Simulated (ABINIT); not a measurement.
The system is BPd4.

```
Pd B
1.0
     2.89203    0.00000    0.00000
     0.00000    4.36501    0.00000
     0.00000    0.00000    5.85632
Pd B
4 1
Direct
  0.50000 0.00000 0.19758
  0.00000 0.00000 0.61947
  0.00000 0.50000 0.32916
  0.50000 0.50000 0.86756
  0.50000 0.00000 0.86323
```

The cell comes from a database or a generator and needn't be the stable form of this composition.

| Quantity | Value |
| --- | --- |
| Program | ABINIT 10.8.3 (patched build) |
| Task | single point |
| Functional | PBEsol |
| Potentials or basis | JTH PAW PBE v2.0 |
| Cutoff | 599 eV |
| k mesh | 9 × 6 × 5 |
| Occupations | fermi-dirac, width 0.05 eV |
| Spin | no spin polarisation |

On this cell: pressure -8.6 GPa; largest force 0.165 eV/Å; band gap on the k mesh none (metal or under the smearing width).

The same run follows on a disturbed copy (atoms moved at random, drawn with an rms of 0.05 Å):

```
CELL_PARAMETERS angstrom
2.89203 0.00000 0.00000
0.00000 4.36501 0.00000
0.00000 0.00000 5.85632
ATOMIC_POSITIONS crystal
Pd 0.49979 0.99867 0.19797
Pd 0.00724 0.98371 0.60567
Pd 0.00089 0.51860 0.32294
Pd 0.50202 0.50343 0.86453
B 0.49726 0.99461 0.86533
```

Problem. What does the disturbed cell give?

Solution. The energy (extrapolated to zero smearing) moves by +24.9 meV/atom; pressure -8.6 GPa; largest force 1.314 eV/Å; band gap on the k mesh none (metal or under the smearing width).

Forces on the atoms (eV/Å):
```
Pd   0.032  0.709 -0.364
Pd  -0.106  0.617  1.155
Pd  -0.020 -1.141 -0.187
Pd   0.014 -0.316  0.109
B    0.079  0.132 -0.714
```

Stress tensor (GPa, compression positive):
```
-10.25   0.02   0.30
  0.02  -7.16   0.36
  0.30   0.36  -8.33
```

Caveats: the PAW data sets were made with another functional, which shifts forces and pressure a little; the atomic spheres overlap.
